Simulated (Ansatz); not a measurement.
# CH₄O₂Se, SMILES OC(O)[SeH]: a rigid scan of one bond angle

Program: Ansatz 0.2.0, Python API.

Run as a notebook:

**Cell 1**
```python
import ansatz as az
from ase import Atoms
```

**Cell 2**
```python
atoms = Atoms(["O", "C", "O", "Se", "H", "H", "H", "H"], positions=[
    (-0.6372, 0.8495, -0.8567),
    (0.1206, 0.3143, 0.1152),
    (1.3014, -0.0773, -0.4792),
    (-0.7034, -1.2282, 0.874),
    (-1.4677, 1.2695, -0.4129),
    (0.3212, 1.0765, 0.9225),
    (1.9507, -0.3565, 0.2861),
    (-0.7935, -1.9049, -0.5048),
])
```

**Cell 3**
```python
first = (
    az.Crystal.molecule_from_ase(atoms).calculation()
    .basis(gaussian="def2-SVP")
    .functional("pbe0")
    .accuracy("medium")
    .relax(force_tolerance=0.02, max_steps=80)
)
atoms.positions = first.run().report["positions_ang"]
```

**Cell 4**
```python
rows = []
for angle in [85, 95, 105, 115, 125, 140, 160]:
    bent = atoms.copy()
    bent.set_angle(1, 0, 4, angle, indices=[4])
    calculation = (
        az.Crystal.molecule_from_ase(bent).calculation()
        .basis(gaussian="def2-SVP")
        .functional("pbe0")
        .accuracy("medium")
    )
    rows.append((angle, calculation.run().report["free_energy_ev"]))
floor = min(e for _, e in rows)
for angle, e in rows:
    print(f"angle C1-O0-H4 = {angle:3d} deg   {1000 * (e - floor):9.1f} meV")
```
Output:
```text
angle C1-O0-H4 =  85 deg       454.1 meV
angle C1-O0-H4 =  95 deg       130.5 meV
angle C1-O0-H4 = 105 deg         0.0 meV
angle C1-O0-H4 = 115 deg        25.5 meV
angle C1-O0-H4 = 125 deg       170.1 meV
angle C1-O0-H4 = 140 deg       526.9 meV
angle C1-O0-H4 = 160 deg      1040.5 meV
```

Caveats:
- These settings explore the input space; basis and method may be short of convergence.
- The scan is rigid, and the energies are electronic, in a modest basis. The zero is the lowest point of the grid, which needn't be the minimum.
- It ran for 53 s on 1 thread of Arm Neoverse V1 (shared host), peak memory 0.28 GiB.
